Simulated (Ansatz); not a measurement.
# SiC4: further runs on a relaxed guess

The task, for SiC4: compute bands, density of states and charges.

Computed with Ansatz 0.2.0 (DFT PBE, scalar-relativistic, plane waves, PAW, unless a step's input says otherwise).

## (1) The starting structure

The structure is cubic, space group Im-3m (No. 229). Conventional cell: a = 4.376 Å, b = 4.376 Å, c = 4.376 Å, α = 90.00°, β = 90.00°, γ = 90.00°. Around Si (site symmetry m-3m) lie 8 C at 1.90 Å. Around C (site symmetry -3m) lie 2 Si at 1.90 Å.

As a file:

```cif
data_structure
_symmetry_space_group_name_H-M 'Im-3m'
_symmetry_Int_Tables_number 229
_cell_length_a 4.3764
_cell_length_b 4.3764
_cell_length_c 4.3764
_cell_angle_alpha 90.000
_cell_angle_beta 90.000
_cell_angle_gamma 90.000
_cell_volume 83.82
loop_
_atom_site_label
_atom_site_type_symbol
_atom_site_symmetry_multiplicity
_atom_site_Wyckoff_symbol
_atom_site_fract_x
_atom_site_fract_y
_atom_site_fract_z
_atom_site_occupancy
Si1 Si 2 a 0.00000 0.00000 0.00000 1
C1 C 8 c 0.25000 0.25000 0.75000 1
```

The cell was relaxed beforehand at this level, from an invented guess; it needn't be the stable form of this composition. At a tolerance of 0.05 Å it has space group Im-3m (No. 229); it has 8.38 Å³/atom, an uncorrected energy of +2.73 eV/atom over the elements.

## (2) Electronic structure at the relaxed geometry

File input.yaml:

```yaml
crystal:
  lattice:
    - [-2.188215921, 2.188215921, 2.188215921]
    - [2.188215921, -2.188215921, 2.188215921]
    - [2.188215921, 2.188215921, -2.188215921]
  atoms:
    - { symbol: Si, position: [0.0, 0.0, 0.0] }
    - { symbol: C, position: [0.0, 0.0, 0.5] }
    - { symbol: C, position: [0.0, 0.5, 0.0] }
    - { symbol: C, position: [0.5, 0.0, 0.0] }
    - { symbol: C, position: [0.5, 0.5, 0.5] }
basis:
  ecutwfc: 420
kpoints:
  mp_grid: { grid: [12, 12, 12] }
  band_path:
    path:
      - [[0.0, 0.0, 0.0], [0.5, -0.5, 0.5], [0.0, 0.0, 0.5], [0.0, 0.0, 0.0], [0.25, 0.25, 0.25], [0.5, -0.5, 0.5]]
      - [[0.25, 0.25, 0.25], [0.0, 0.0, 0.5]]
    npoints: 14
hamiltonian:
  xc: pbe
scf:
  occupations: { method: gaussian, width: 0.1 }
  n_extra_bands: 12
output:
  forces: true
  stress: true
  eigenvalues: true
  populations: true
  dos: { projected: true, de: 0.02, nscf_kmesh: { grid: [18, 18, 18] } }
  bader: true
  write_density: true
  write_potential: true
  elf: true
  volumetric_format: npy
```

On the command line:

```bash
$ ansatz run input.yaml --threads 1 --pin off --max-ram 2048MiB --backend cpu --events-out ev --progress --plain --runs-dir out
```

The program printed:

```text
Warning: RAYON_NUM_THREADS=1 ignored (pool sized by the plan → 1); use --threads N
scf.n_extra_bands = 12 over 10 filled bands (N_el = 20.0): the run solves 22 bands
Engine: ansatz 0.2.0, x86_64-unknown-linux-gnu
Pseudopotentials: kind: paw
Pseudopotential: Si, paw, valence charge 4, recommended cutoff 420 eV (normal), Si.paw.azcp
Pseudopotential: C, paw, valence charge 4, recommended cutoff 420 eV (normal), C.paw.azcp
Functional definition: PBE
  parameter kappa = 0.804
  parameter beta = 0.06672455060314922
  exchange = pbe_x(kappa = kappa, mu = beta*pi^2/3)
  correlation = pbe_c(beta = beta)
Crystal: 5 atoms, lattice volume = 41.911 Å³
Basis set: ecut = 420 eV, 791 PW (Γ), exchange–correlation on 54×54×54 points (8 copies of the dense FFT grid, shifted against one another)
Bands: 22, of which v1, the nominal top of the filled ones, is band 10 counted from 1 (9 counted from 0)
Symmetry: 48 space group operations
Space group: Im-3m (ITA 229), of the structure as read, at distance tolerance 3.5e-5 Å
k-points: 72 of 1728
Non-local potential: Si, projectors of the file, l = 0: 2, l = 1: 2, l = 2: 2
Non-local potential: C, projectors of the file, l = 0: 2, l = 1: 2, l = 2: 1
PAW form: soft (Blöchl's): semilocal exchange-correlation on the pseudo side does not see the compensation charge
PAW one-centre angular grid: Si, 110 points (default); XC on 64 Gauss nodes
PAW one-centre angular grid: C, 110 points (default); XC on 64 Gauss nodes
Initial density: superposition of atomic densities (neutral atoms: chi_scale 0, normalization atom), corrected by the library's trained network
Initial wavefunctions: pseudopotential atomic-orbital guess
Functional: x = pbe(κ = 0.804, μ = 0.2195149727645171), c = pbe(β = 0.06672455060314922)
SCF iter   1: F=—  HF=-1625.933110 eV  |F-HF|=—  |Δ(HF+E_count)|=         —  Δρ=4.74e-3  dr2=9.04e-3  ethr=1.77e-3  ⟨swp⟩=5.1  Hψ=8322  notcnv=0  defer=121
preconditioner: auto → Kerker (q_TF=auto, 2.412 Å⁻¹)  [metal: Δε(μ)=0.044 eV  Ē_g=15.025 eV  σ=0.100 eV  W_gap=0.24  n_scr=12 (ndim 8)  ℏωp=25.7 eV  f_vac=0.000  D(μ)=1.60/eV (n_scr^D=12)]
SCF iter   2: F=—  HF=-1625.931297 eV  |F-HF|=—  |Δ(HF+E_count)|=   1.81e-3  Δρ=2.88e-3  dr2=4.16e-3  ethr=4.52e-5  ⟨swp⟩=1.0  Hψ=2170  notcnv=0  defer=181
SCF iter   3: F=—  HF=-1625.929807 eV  |F-HF|=—  |Δ(HF+E_count)|=   1.49e-3  Δρ=5.49e-4  dr2=8.24e-5  ethr=2.08e-5  ⟨swp⟩=2.1  Hψ=1934  notcnv=0  defer=181
SCF iter   4: F=—  HF=-1625.929758 eV  |F-HF|=—  |Δ(HF+E_count)|=   4.97e-5  Δρ=1.63e-4  dr2=5.99e-6  ethr=4.12e-7  ⟨swp⟩=2.4  Hψ=1998  notcnv=0  defer=181
SCF iter   5: F=—  HF=-1625.929758 eV  |F-HF|=—  |Δ(HF+E_count)|=   1.34e-7  Δρ=1.66e-5  dr2=1.27e-7  ethr=2.99e-8  ⟨swp⟩=2.6  Hψ=1979  notcnv=0  defer=181
SCF iter   6: F=-1625.929758 eV  HF=-1625.929758 eV  |F-HF|=3.38e-9  |Δ(HF+E_count)|=   2.73e-8  Δρ=4.20e-6  dr2=1.12e-8  ethr=5.00e-10  ⟨swp⟩=12.4  Hψ=10469  notcnv=0
SCF 1 converged in 6 iterations: F = -1625.929758 eV  dr2 = 1.12e-8
NSCF: frozen V_eff on 86 k-points
NSCF: frozen V_eff on 195 k-points
SCF converged after 6 iterations
Free energy (F): -1625.929758 eV
Harris-Foulkes:  -1625.929758 eV  (|F-HF|=3.38e-9)
Internal energy: -1625.921897 eV  (E = F + TS)
E sigma→0 (E₀):  -1625.925827 eV
Entropy (-TS):   -0.007861 eV (-1.572 meV/atom)
Fermi energy:    10.338798 eV
--- Per-component energies (eV) ---
  E_band       = 57.003632
  E_kinetic    = 380.940099
  E_local      = -273.963392  (includes V_loc(G=0)·N_el)
  E_nonlocal   = 134.343488
  E_hartree    = 60.236603
  E_xc         = -244.756523
  E_vxc        = -281.666779  (∫ρ·V_xc dr)
  E_paw        = -905.024405  (= ΣΔE_a)
  E_vpaw       = -23.122358  (= ΣTr[D̂ρ^β])
  E_aug_tail   = 0.000018  (compensation charges beyond the density's cutoff)
  E_ewald      = -777.697785
  E_smearing   = -0.007861  (= −TS)
  E_closure    = 0.000000  (closes the sum)
  Σ components = -1625.929758   (vs F -1625.929758, Δ=0.00e0)
--- Forces (eV/Å), atoms counted from 1 ---
  atom   1  Si     0.00000000    -0.00000000     0.00000000
  atom   2  C      0.00000000     0.00000000    -0.00000000
  atom   3  C      0.00000000    -0.00000000     0.00000000
  atom   4  C      0.00000000    -0.00000000     0.00000000
  atom   5  C      0.00000000     0.00000000     0.00000000
  max |Σ_I F_I| component: 5.88e-30 eV/Å
--- Stress (GPa, compression-positive) ---
       -0.026020      -0.000000      -0.000000
        0.000000      -0.026020      -0.000000
       -0.000000       0.000000      -0.026020
  P = ⅓ Tr σ = -0.0260 GPa (-0.260 kbar)
--- Band table (eV; the first three rows and the last of 72) ---
  k-point 0: bands = ["-7.9058", "2.3703", "2.3703", "2.3703", "2.5015", "2.5015", "2.5015", "6.1856", "6.1856", "6.1856", "11.6831", "13.8168", "13.8168", "13.8168", "15.6958", "15.8453", "15.8453", "17.5805", "17.5805", "25.2329", "25.2329", "26.5586"]
  k-point 1: bands = ["-7.8201", "1.3746", "1.5879", "2.3302", "2.3896", "3.1578", "3.4208", "6.1948", "6.2881", "6.4961", "11.9743", "13.4401", "13.5910", "13.8700", "15.5282", "16.1486", "16.2107", "17.4197", "17.4926", "25.4333", "25.6377", "26.6690"]
  k-point 2: bands = ["-7.5643", "0.1376", "0.8892", "1.9499", "2.4385", "3.4617", "4.5271", "6.2514", "6.6004", "7.2911", "12.5479", "12.7699", "13.0357", "14.0272", "15.0275", "16.9259", "16.9469", "17.2247", "17.2492", "25.9193", "26.6765", "26.8614"]
  k-point 71: bands = ["-2.7180", "-2.6201", "-2.6201", "-2.6201", "2.4561", "2.4561", "7.0843", "7.0843", "7.0843", "7.7612", "14.7183", "14.7183", "14.7183", "16.2374", "16.2374", "16.2374", "18.2743", "18.2743", "18.2743", "24.9900", "28.2160", "28.6805"]
--- Löwdin populations: 5 sites ---
  site symbol       q [e]
     0     Si      2.6851
     1      C      4.2627
     2      C      4.2627
     3      C      4.2627
     4      C      4.2627
  spilling = 0.013209 (of n_electrons = 20.000000)
--- Bader charges: 5 sites ---
  site symbol  charge [e]  shift [e]
     0     Si      3.1419     0.0226
     1      C     -0.7855     0.0057
     2      C     -0.7855     0.0057
     3      C     -0.7855     0.0057
     4      C     -0.7855     0.0056
  estimated error of the sums over rays = 5.7e-4 e
```

It took 18 s on 1 thread of AMD EPYC 9R45 (Zen 5), shared host; peak memory 0.42 GiB.

Per atom:

```csv
atom,Löwdin electrons,Bader charge (e),Bader volume (Å³)
Si1,2.69,+3.14,2.5
C2,4.26,-0.79,9.8
C3,4.26,-0.79,9.8
C4,4.26,-0.79,9.8
C5,4.26,-0.79,9.8
```

The Löwdin counts miss 0.26 of the 20 electrons, which the atomic orbitals do not span, so they are no charges.

From bands.tsv, the levels nearest the Fermi level at the path's corners, in eV from the Fermi level:

| point | band 7 | band 8 | band 9 | band 10 | band 11 | band 12 | band 13 | band 14 |
| --- | --- | --- | --- | --- | --- | --- | --- | --- |
| Γ | -7.84 | -4.15 | -4.15 | -4.15 | 1.34 | 3.48 | 3.48 | 3.48 |
| H | -3.25 | -3.25 | -3.25 | -2.58 | 4.38 | 4.38 | 4.38 | 5.90 |
| N | -2.66 | -1.84 | -1.66 | -1.41 | -0.09 | 1.01 | 1.26 | 3.02 |
| Γ | -7.84 | -4.15 | -4.15 | -4.15 | 1.34 | 3.48 | 3.48 | 3.48 |
| P | -3.69 | -0.82 | -0.82 | -0.59 | -0.02 | -0.02 | -0.02 | 1.69 |
| H | -3.25 | -3.25 | -3.25 | -2.58 | 4.38 | 4.38 | 4.38 | 5.90 |
| P | -3.69 | -0.82 | -0.82 | -0.59 | -0.02 | -0.02 | -0.02 | 1.69 |
| N | -2.66 | -1.84 | -1.66 | -1.41 | -0.09 | 1.01 | 1.26 | 3.02 |

Counts of states by energy window (eV from the Fermi level), total and by projection:

```csv
from,to,total,C 2s,C 2p
-8,-7,1.19,0.41,0.65
-7,-6,1.43,0.28,1.03
-6,-5,1.40,0.20,1.09
-5,-4,1.65,0.22,1.35
-4,-3,1.86,0.22,1.56
-3,-2,1.58,0.18,1.34
-2,-1,1.27,0.18,1.05
-1,0,1.30,0.25,1.00
0,1,1.87,0.39,1.41
1,2,1.62,0.23,1.32
2,3,1.73,0.22,1.40
3,4,2.42,0.23,2.06
4,5,2.52,0.16,2.19
5,6,1.77,0.10,1.46
```

Below -8 eV lie 8 or so more states.

The maps below are laid out on the conventional cell.

Density in the ac plane at y = 0.250 (fractional), which holds C.

Ten even steps from ' ' (0.12 e/Å³) to '@' (1.62 e/Å³):
```
......::::----::....          ....::----::::....
....::--==++++==--::..      ..::--==++++==--::..
::::--++##%%%%##++--::......::==++##%%%%##++--::
::::==**%%@@@@@@##++--::..::--++##@@@@@@%%**==::
::::==**%%@@@@@@%%**==::::::==**%%@@@@@@%%**==::
..::--++##@@@@@@%%**==::::::==**%%@@@@@@##++--::
....::--++##%%%%##++--::::::--++##%%%%##++==::..
    ..::--==++++==--::......::--==++++==--::..  
      ....::----::::..........::::----::....    
        ....::::::......  ......::::::....      
      ....::----::::..........::::----::....    
    ..::--==++++==--::......::--==++++==--::..  
....::--++##%%%%##++--::::::--++##%%%%##++--::..
..::--++##%%@@@@%%**==::::::==**%%@@@@@@##++--::
::::==**%%@@@@@@%%**==::::::==**%%@@@@@@%%**==::
::::==**%%@@@@%%##++--::..::--++##@@@@@@%%**==::
::::--++##%%%%##++--::......::--++##%%%%##++--::
....::--==++++==--::..      ..::--==++++==--::..
......::::----::....          ....::----::::....
  ......::::::....              ....::::::......
```
Columns run along a and rows up along c, over one cell in 24 and 20 even steps from the bottom left corner. Atoms in the plane (fractional): C at (0.25, 0.75), C at (0.75, 0.75), C at (0.75, 0.25), C at (0.25, 0.25).

ELF in the same plane.

Values, 12 rows by 12 columns:
```
0.32 0.53 0.71 0.73 0.64 0.39 0.18 0.39 0.63 0.74 0.72 0.53
0.49 0.72 0.73 0.55 0.65 0.64 0.40 0.63 0.64 0.55 0.75 0.72
0.52 0.74 0.55 0.20 0.55 0.74 0.52 0.74 0.55 0.20 0.55 0.74
0.40 0.64 0.65 0.55 0.73 0.72 0.49 0.72 0.75 0.55 0.64 0.63
0.18 0.39 0.64 0.73 0.71 0.53 0.32 0.53 0.72 0.74 0.63 0.39
0.08 0.18 0.40 0.52 0.49 0.31 0.18 0.32 0.49 0.52 0.40 0.18
0.18 0.39 0.64 0.74 0.72 0.53 0.31 0.53 0.72 0.74 0.64 0.39
0.40 0.64 0.63 0.55 0.76 0.72 0.49 0.71 0.73 0.55 0.65 0.64
0.52 0.74 0.55 0.23 0.55 0.74 0.52 0.73 0.55 0.20 0.55 0.73
0.49 0.72 0.76 0.55 0.63 0.64 0.40 0.64 0.65 0.55 0.73 0.71
0.31 0.53 0.72 0.74 0.64 0.39 0.18 0.39 0.64 0.74 0.72 0.53
0.18 0.31 0.49 0.52 0.40 0.18 0.08 0.18 0.40 0.52 0.49 0.32
```
Columns run along a and rows up along c, over one cell in 12 and 12 even steps from the bottom left corner. Atoms in the plane (fractional): C at (0.25, 0.75), C at (0.75, 0.75), C at (0.75, 0.25), C at (0.25, 0.25).

Both are smooth PAW fields of the valence electrons: close to the nuclei they are not physical.

The highest ELF values outside the cores: 0.86 on the C–Si line, 0.7 Å from C.

## (3) Results

| quantity | value |
| --- | --- |
| gap | none (metal) |
| states at the Fermi level | 1.77 per eV per cell |
| Bader charges | Si +3.14, C -0.79 e |

**Reading.** Bands cross the Fermi level: a metal at this level of theory. Of the projected weight within 0.25 eV of the Fermi level, the largest part is C 2p (75 %). Bader charges reach 3.1 e, so charge transfer in this metal is strong.
